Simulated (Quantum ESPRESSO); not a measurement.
# InRh2 (Fm-3m) in Quantum ESPRESSO: notebook, part 2 of 3

Quantum ESPRESSO 7.5.

## Step 3: Phonons, PBEsol, target pressure 10 GPa, at which the enthalpy is minimised

Input file pw.in:

```
&CONTROL
  calculation = 'scf'
  prefix = 'pwscf'
  outdir = './tmp'
  pseudo_dir = './pseudo'
  tprnfor = .true.
  tstress = .true.
  disk_io = 'low'
/
&SYSTEM
  ibrav = 0
  A = 4.08807373
  nat = 3
  ntyp = 2
  ecutwfc = 88
  nbnd = 33
  occupations = 'smearing'
  smearing = 'mv'
  degauss = 0.01469973
/
&ELECTRONS
  conv_thr = 6d-10
  electron_maxstep = 120
  mixing_beta = 0.5
/
ATOMIC_SPECIES
In   114.8180 In.upf
Rh   102.9055 Rh.upf
CELL_PARAMETERS alat
   0.0000000000    0.7071067820    0.7071067820
   0.7071067820    0.0000000000    0.7071067820
   0.7071067820    0.7071067820    0.0000000000
ATOMIC_POSITIONS alat
In     0.0000000000    0.0000000000    0.0000000000
Rh     0.3535533910    0.3535533910    0.3535533910
Rh     1.0606601731    1.0606601731    1.0606601731
K_POINTS automatic
7 7 7 0 0 0
```

Input file relax.in:

```
&CONTROL
  calculation = 'vc-relax'
  prefix = 'pwscf'
  outdir = './tmp'
  pseudo_dir = './pseudo'
  tprnfor = .true.
  tstress = .true.
  disk_io = 'low'
  nstep = 40
  forc_conv_thr = 0.0001
  etot_conv_thr = 1d-06
/
&SYSTEM
  ibrav = 0
  A = 4.08807373
  nat = 3
  ntyp = 2
  ecutwfc = 88
  nbnd = 33
  occupations = 'smearing'
  smearing = 'mv'
  degauss = 0.01469973
/
&ELECTRONS
  conv_thr = 6d-10
  electron_maxstep = 120
  mixing_beta = 0.5
/
&IONS
  ion_dynamics = 'bfgs'
/
&CELL
  cell_dynamics = 'bfgs'
  press = 100
  press_conv_thr = 0.2
/
ATOMIC_SPECIES
In   114.8180 In.upf
Rh   102.9055 Rh.upf
CELL_PARAMETERS alat
   0.0000000000    0.7071067820    0.7071067820
   0.7071067820    0.0000000000    0.7071067820
   0.7071067820    0.7071067820    0.0000000000
ATOMIC_POSITIONS alat
In     0.0000000000    0.0000000000    0.0000000000
Rh     0.3535533910    0.3535533910    0.3535533910
Rh     1.0606601731    1.0606601731    1.0606601731
K_POINTS automatic
7 7 7 0 0 0
```

Input file scf2.in:

```
&CONTROL
  calculation = 'scf'
  prefix = 'pwscf'
  outdir = './tmp'
  pseudo_dir = './pseudo'
  tprnfor = .true.
  tstress = .true.
  disk_io = 'low'
/
&SYSTEM
  ibrav = 0
  A = 4.17824717
  nat = 3
  ntyp = 2
  ecutwfc = 88
  nbnd = 33
  occupations = 'smearing'
  smearing = 'mv'
  degauss = 0.01469973
/
&ELECTRONS
  conv_thr = 1d-13
  electron_maxstep = 120
  mixing_beta = 0.5
  startingpot = 'file'
  startingwfc = 'file'
/
ATOMIC_SPECIES
In   114.8180 In.upf
Rh   102.9055 Rh.upf
CELL_PARAMETERS alat
   0.0000000000    0.7071067819    0.7071067819
   0.7071067819    0.0000000000    0.7071067819
   0.7071067819    0.7071067819    0.0000000000
ATOMIC_POSITIONS alat
In     0.0000000000    0.0000000000    0.0000000000
Rh     0.3535533909    0.3535533909    0.3535533909
Rh     1.0606601728    1.0606601728    1.0606601728
K_POINTS automatic
7 7 7 0 0 0
```

Input file ph.in:

```
phonons of InRh2
&INPUTPH
  prefix = 'pwscf'
  outdir = './tmp'
  tr2_ph = 1d-18
  fildyn = 'dyn'
  niter_ph = 90
  alpha_mix(1) = 0.4
/
0.0000000000 0.0000000000 0.0000000000
```

Input file dynmat.in:

```
&INPUT
  fildyn = 'dyn'
  asr = 'crystal'
  filout = 'dynmat.disp'
  fileig = 'dynmat.eig'
/
```

Potentials or basis: PseudoDojo 0.4.1 SR PBEsol standard.

The run is started by

```sh
OMP_NUM_THREADS=1 mpirun -n 4 pw.x -nk 4 -in pw.in > pw.out
OMP_NUM_THREADS=1 mpirun -n 4 pw.x -nk 4 -in relax.in > relax.out
OMP_NUM_THREADS=1 mpirun -n 4 pw.x -nk 4 -in scf2.in > scf2.out
OMP_NUM_THREADS=1 mpirun -n 4 ph.x -nk 4 -in ph.in > ph.out
OMP_NUM_THREADS=1 mpirun -n 1 dynmat.x -in dynmat.in > dynmat.out
```

pw.out:

```text
This program is part of the open-source Quantum ESPRESSO suite
     for quantum simulation of materials; please cite
[... 6 lines left out ...]
     using ibrav=0 with symmetry is DISCOURAGED, use correct ibrav instead

     K-points division:     npool     =       4
     Subspace diagonalization in iterative solution of the eigenvalue problem:
     a serial algorithm will be used

     G-vector sticks info
     --------------------
     sticks:   dense  smooth     PW     G-vecs:    dense   smooth      PW
     Sum        1453    1453    421                36325    36325    5673

     Using Slab Decomposition

     bravais-lattice index     =            0
     lattice parameter (alat)  =       7.7253  a.u.
     unit-cell volume          =     326.0151 (a.u.)^3
     number of atoms/cell      =            3
     number of atomic types    =            2
     number of electrons       =        47.00
     number of Kohn-Sham states=           33
     kinetic-energy cutoff     =      88.0000  Ry
     charge density cutoff     =     352.0000  Ry
     scf convergence threshold =      6.0E-10
     mixing beta               =       0.5000
     number of iterations used =            8  plain     mixing
     Exchange-correlation= PBESOL
                           (   1   4  10   8   0   0   0)

     celldm(1)=   7.725340  celldm(2)=   0.000000  celldm(3)=   0.000000
     celldm(4)=   0.000000  celldm(5)=   0.000000  celldm(6)=   0.000000

     crystal axes: (cart. coord. in units of alat)
               a(1) = (   0.000000   0.707107   0.707107 )
               a(2) = (   0.707107   0.000000   0.707107 )
               a(3) = (   0.707107   0.707107   0.000000 )

     reciprocal axes: (cart. coord. in units 2 pi/alat)
               b(1) = ( -0.707107  0.707107  0.707107 )
               b(2) = (  0.707107 -0.707107  0.707107 )
               b(3) = (  0.707107  0.707107 -0.707107 )

     PseudoPot. # 1 for In read from file:
     In.upf
     Pseudo is Norm-conserving + core correction, Zval = 13.0
     Generated using ONCVPSP code by D. R. Hamann
     Using radial grid of 1940 points,  6 beta functions with:
                l(1) =   0
                l(2) =   0
                l(3) =   1
                l(4) =   1
                l(5) =   2
                l(6) =   2

     PseudoPot. # 2 for Rh read from file:
     Rh.upf
     Pseudo is Norm-conserving + core correction, Zval = 17.0
     Generated using ONCVPSP code by D. R. Hamann
     Using radial grid of 1568 points,  6 beta functions with:
                l(1) =   0
                l(2) =   0
                l(3) =   1
                l(4) =   1
                l(5) =   2
                l(6) =   2

     atomic species   valence    mass     pseudopotential
     In               13.00   114.81800     In( 1.00)
     Rh               17.00   102.90550     Rh( 1.00)

     48 Sym. Ops., with inversion, found

   Cartesian axes

     site n.     atom                  positions (alat units)
         1        In     tau(   1) = (   0.0000000   0.0000000   0.0000000  )
         2        Rh     tau(   2) = (   0.3535534   0.3535534   0.3535534  )
         3        Rh     tau(   3) = (   1.0606602   1.0606602   1.0606602  )

     number of k points=    20  Marzari-Vanderbilt smearing, width (Ry)=  0.0147
                       cart. coord. in units 2pi/alat
        k(    1) = (   0.0000000   0.0000000   0.0000000), wk =   0.0058309
        k(    2) = (   0.1010153   0.1010153  -0.1010153), wk =   0.0466472
        k(    3) = (   0.2020305   0.2020305  -0.2020305), wk =   0.0466472
        k(    4) = (   0.3030458   0.3030458  -0.3030458), wk =   0.0466472
        k(    5) = (   0.2020305   0.0000000  -0.0000000), wk =   0.0349854
        k(    6) = (   0.3030458   0.1010153  -0.1010153), wk =   0.1399417
[... 12 lines left out ...]
        k(   19) = (  -0.1010153  -0.5050763   0.7071068), wk =   0.1399417
        k(   20) = (   0.0000000  -0.4040610   0.6060915), wk =   0.1399417

     Dense  grid:    36325 G-vectors     FFT dimensions: (  48,  48,  48)

     Initial potential from superposition of free atoms

     starting charge      46.9954, renormalised to      47.0000
     Starting wfcs are   29 randomized atomic wfcs +    4 random wfcs

     Self-consistent Calculation

     iteration #  1     ecut=    88.00 Ry     beta= 0.50
     Davidson diagonalization with overlap
     ethr =  1.00E-02,  avg # of iterations =  4.4

     Threshold (ethr) on eigenvalues was too large:
     Diagonalizing with lowered threshold

     Davidson diagonalization with overlap
     ethr =  2.48E-04,  avg # of iterations =  2.5

     total energy              =    -601.29879211 Ry
     estimated scf accuracy    <       0.12407193 Ry

     iteration #  2     ecut=    88.00 Ry     beta= 0.50
     Davidson diagonalization with overlap
     ethr =  2.64E-04,  avg # of iterations =  2.0
[... 43 lines left out ...]
     total energy              =    -601.33528177 Ry
     estimated scf accuracy    <          1.6E-09 Ry

     iteration #  9     ecut=    88.00 Ry     beta= 0.50
     Davidson diagonalization with overlap
     ethr =  3.49E-12,  avg # of iterations =  2.0

     End of self-consistent calculation

          k = 0.0000 0.0000 0.0000 (  4573 PWs)   bands (ev):

   -59.9313 -59.8851 -27.9682 -27.9682 -27.9682 -27.8059 -27.8059 -27.8059
     3.8215   3.8215   3.8215   3.9171   3.9171   8.9128  13.6321  13.6321
    13.6321  14.3972  14.3972  17.6957  17.6957  17.6957  18.6726  18.6726
    24.8850  25.4410  25.4410  25.4410  26.9729  26.9729  26.9729  30.1496
    30.5704

          k = 0.1010 0.1010-0.1010 (  4546 PWs)   bands (ev):

   -59.9289 -59.8874 -27.9604 -27.9604 -27.9602 -27.8157 -27.8141 -27.8141
     3.8066   3.8172   3.8172   3.9274   3.9274   9.2044  13.6290  13.7774
    13.7774  14.5283  14.5283  17.4052  17.5473  17.5473  18.2962  18.2962
    23.0414  25.2507  25.2507  25.3341  27.2581  27.2581  27.5342  30.3039
    30.3849
[... 91 lines left out ...]
   -59.9122 -59.9037 -27.9918 -27.9212 -27.9156 -27.8606 -27.8599 -27.7868
     3.7569   3.7607   3.7977   3.9661   3.9864  11.1131  14.0062  14.4860
    14.7932  15.0297  15.6245  15.9849  16.0196  16.7034  17.0353  17.1762
    19.3093  20.4877  22.9310  26.0397  29.4141  30.3975  30.5727  31.0678
    31.8303

          k = 0.6061-0.0000 0.0000 (  4544 PWs)   bands (ev):

   -59.9162 -59.8996 -28.0005 -27.9837 -27.9837 -27.7923 -27.7923 -27.7827
     3.6959   3.8029   3.8029   3.9205   4.0392  11.2885  12.8221  14.3798
    15.2439  15.7794  15.7805  15.7805  16.6471  16.6471  17.5750  18.5919
    19.4022  19.4022  20.3126  25.3768  26.3153  32.1879  33.5469  33.5469
    34.3397

          k =-0.0000-0.6061 0.6061 (  4526 PWs)   bands (ev):

   -59.9139 -59.9019 -28.0080 -27.9768 -27.9757 -27.8004 -27.8003 -27.7747
     3.6982   3.7925   3.8006   3.9291   4.0374  11.4732  13.0582  14.5249
    14.8794  15.3429  15.6917  16.6706  16.8225  16.9186  17.5040  17.6362
    18.2341  20.0563  20.0831  25.7540  27.0841  31.6484  33.1066  33.2718
    34.1906

          k = 0.4041 0.2020 0.0000 (  4552 PWs)   bands (ev):

   -59.9187 -59.8973 -27.9824 -27.9420 -27.9276 -27.8527 -27.8346 -27.7939
     3.7508   3.7914   3.8047   3.9407   3.9890  10.5586  13.3348  14.5206
    14.8451  14.9117  15.3832  16.1766  16.4242  16.7204  17.4345  17.7135
    20.6462  20.9740  22.8638  27.1062  27.2926  28.2319  31.0662  31.3570
    32.3916

          k =-0.2020-0.4041 0.6061 (  4536 PWs)   bands (ev):

   -59.9117 -59.9041 -27.9814 -27.9620 -27.9078 -27.8697 -27.8180 -27.7970
     3.7424   3.7681   3.8006   3.9565   3.9989  11.1950  13.7428  14.5366
    14.8289  15.3990  15.4726  15.7767  16.3789  16.8239  17.0490  17.2546
    18.4821  21.2334  21.9415  27.3390  27.7434  29.6750  31.2228  31.7077
    32.5717

          k =-0.1010-0.5051 0.7071 (  4549 PWs)   bands (ev):

   -59.9133 -59.9025 -27.9961 -27.9880 -27.9477 -27.8290 -27.7893 -27.7857
     3.7137   3.7800   3.8032   3.9377   4.0254  11.3755  13.2607  14.6563
    14.7799  15.1266  15.9589  16.2508  16.6285  16.8370  17.2347  17.4917
    18.9331  20.0069  20.4657  26.8204  27.2654  30.1988  32.1242  33.5329
    33.9338

          k = 0.0000-0.4041 0.6061 (  4529 PWs)   bands (ev):

   -59.9088 -59.9070 -27.9997 -27.9846 -27.9111 -27.8662 -27.7942 -27.7808
     3.7327   3.7563   3.8021   3.9520   4.0150  11.4781  13.8735  14.2400
    14.8561  15.1407  15.6312  16.1776  16.6246  17.0185  17.3425  17.3482
    18.0398  20.1234  20.6850  27.1930  29.2655  29.7715  29.9878  32.8034
    34.0943

     the Fermi energy is    17.5836 ev

!    total energy              =    -601.33528177 Ry
     estimated scf accuracy    <          1.1E-11 Ry
     smearing contrib. (-TS)   =       0.00199374 Ry
     internal energy E=F+TS    =    -601.33727551 Ry

     The total energy is F=E-TS. E is the sum of the following terms:
     one-electron contribution =    -170.38091288 Ry
     hartree contribution      =     120.40340898 Ry
     xc contribution           =    -115.33718228 Ry
     ewald contribution        =    -436.02258933 Ry

     convergence has been achieved in   9 iterations

     Forces acting on atoms (cartesian axes, Ry/au):

     atom    1 type  1   force =     0.00000000    0.00000000   -0.00000000
     atom    2 type  2   force =    -0.00000000    0.00000000   -0.00000000
     atom    3 type  2   force =     0.00000000    0.00000000   -0.00000000

     Total force =     0.000000     Total SCF correction =     0.000000

     Computing stress (Cartesian axis) and pressure

          total   stress  (Ry/bohr**3)                   (kbar)     P=      251.29
   0.00170823  -0.00000000   0.00000000          251.29       -0.00        0.00
  -0.00000000   0.00170823   0.00000000           -0.00      251.29        0.00
   0.00000000   0.00000000   0.00170823            0.00        0.00      251.29

=------------------------------------------------------------------------------=
   JOB DONE.
=------------------------------------------------------------------------------=
```

Run time: 18 min. Hardware: 4 MPI ranks of Arm Neoverse N1, shared host; peak memory 0.56 GiB.

What came out:

- Free energy: -8181.9356 eV
- Relaxed volume: 17.19 Å³/atom
- Relaxed cell: a = 4.178 Å, b = 4.178 Å, c = 4.178 Å, α = 60.00°, β = 60.00°, γ = 60.00°
- Space group after relaxing (to 0.05 Å): Fm-3m (No. 225)
- Pressure after relaxing: 10.2 GPa
- Band gap on the k mesh: none (metal or under the smearing width)
- Highest phonon frequency at Γ: 260 cm⁻¹

The path:
```tsv
step	energy change (eV)	largest force (eV/Å)	pressure (GPa)	volume (Å³)
1	0.0000	0.0000	25.13	48.31
2	-0.3803	0.0000	7.91	52.13
3	-0.3530	0.0000	9.77	51.64
4	-0.3492	0.0000	10.00	51.58
5	-0.3493	0.0000	10.00	51.58
```

Final structure:
```
In Rh
1.0
     0.00000    2.95447    2.95447
     2.95447    0.00000    2.95447
     2.95447    2.95447    0.00000
In Rh
1 2
Direct
  0.00000 0.00000 0.00000
  0.25000 0.25000 0.25000
  0.75000 0.75000 0.75000
```

Phonon frequencies in cm⁻¹ (negative: imaginary):
```tsv
q point	frequencies
(0.000, 0.000, 0.000)	-15 -15 -15 161 161 161 260 260 260
```

Optical modes at Γ, degenerate ones joined:
```tsv
cm⁻¹	components	symmetry	active in
161	3	T2g	Raman
260	3	T1u	IR
```

Caveat: the mesh is thin for the phonons of a metal; the cell is more than 3 GPa from zero pressure, which shifts response properties.

(Continued in part 3 of 3.)
